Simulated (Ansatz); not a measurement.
# AlH7O2Si: the cost of one run

Method: RKS r2SCAN-D4/6-31G*, in Ansatz 0.2.0.

**1. The system as given**

Bond lengths: Al1–O2 2.178 Å, Al1–H3 1.530 Å, Al1–H4 1.531 Å, Al1–O6 2.179 Å, O6–Si7 1.620 Å, O2–H8 0.952 Å, Si7–H9 1.462 Å, Si7–H10 1.467 Å, Si7–H11 1.466 Å. Angles: Al1–O2–H8 143.8°, O2–Al1–H3 111.0°, O2–Al1–H4 114.8°, O2–Al1–O6 70.3°, H3–Al1–H4 123.4°, H3–Al1–O6 112.0°, H4–Al1–O6 113.4°, Al1–O6–Si7 170.3°, O6–Si7–H9 107.5°, O6–Si7–H10 106.9°, O6–Si7–H11 107.5°, H9–Si7–H10 112.0°, H9–Si7–H11 112.0°, H10–Si7–H11 110.6°.

Coordinates:

```xyz
11

Al   -1.7975   -0.2571    0.6313
O    -0.1182   -1.2260    1.6228
H    -2.6086   -1.2644   -0.1860
H    -2.4294    0.8955    1.4167
H     0.2113   -0.5073    0.6214
O     0.0613    0.2916   -0.3645
Si    1.2900    0.7179   -1.3303
H     0.5077   -1.1392    2.3345
H     0.7315    1.4922   -2.4374
H     2.2169    1.5111   -0.5161
H     1.9352   -0.5144   -1.7925
```

**2. Pulling towards end A**

Springs on the bonds that form and break draw the guess towards this end; the thresholds are loose.

Input file input.yaml:

```yaml
crystal:
  periodic: [false, false, false]
  atoms:
    - { symbol: Al, position_ang: [-1.7975, -0.2571, 0.6313] }
    - { symbol: O, position_ang: [-0.1182, -1.226, 1.6228] }
    - { symbol: H, position_ang: [-2.6086, -1.2644, -0.186] }
    - { symbol: H, position_ang: [-2.4294, 0.8955, 1.4167] }
    - { symbol: H, position_ang: [0.2113, -0.5073, 0.6214] }
    - { symbol: O, position_ang: [0.0613, 0.2916, -0.3645] }
    - { symbol: Si, position_ang: [1.29, 0.7179, -1.3303] }
    - { symbol: H, position_ang: [0.5077, -1.1392, 2.3345] }
    - { symbol: H, position_ang: [0.7315, 1.4922, -2.4374] }
    - { symbol: H, position_ang: [2.2169, 1.5111, -0.5161] }
    - { symbol: H, position_ang: [1.9352, -0.5144, -1.7925] }
basis:
  gaussian: { orbitals: "6-31G*" }
hamiltonian:
  xc: r2scan
  dispersion: d4
relax:
  f_tol: 0.15
  max_steps: 25
  restrain:
    - { distance: [0, 5], at: 3.17, k: 30.0 }
    - { distance: [4, 1], at: 2.27, k: 30.0 }
    - { distance: [0, 1], at: 1.87, k: 30.0 }
    - { distance: [4, 5], at: 0.97, k: 30.0 }
```

Command:

```console
$ ansatz run input.yaml --threads 2 --pin off --max-ram 3072MiB --backend cpu --events-out ev --progress --plain --runs-dir out
```

What time and memory should one allow on 2 threads of Arm Neoverse V2, shared host?

About 27 s, with a peak of 0.15 GiB.
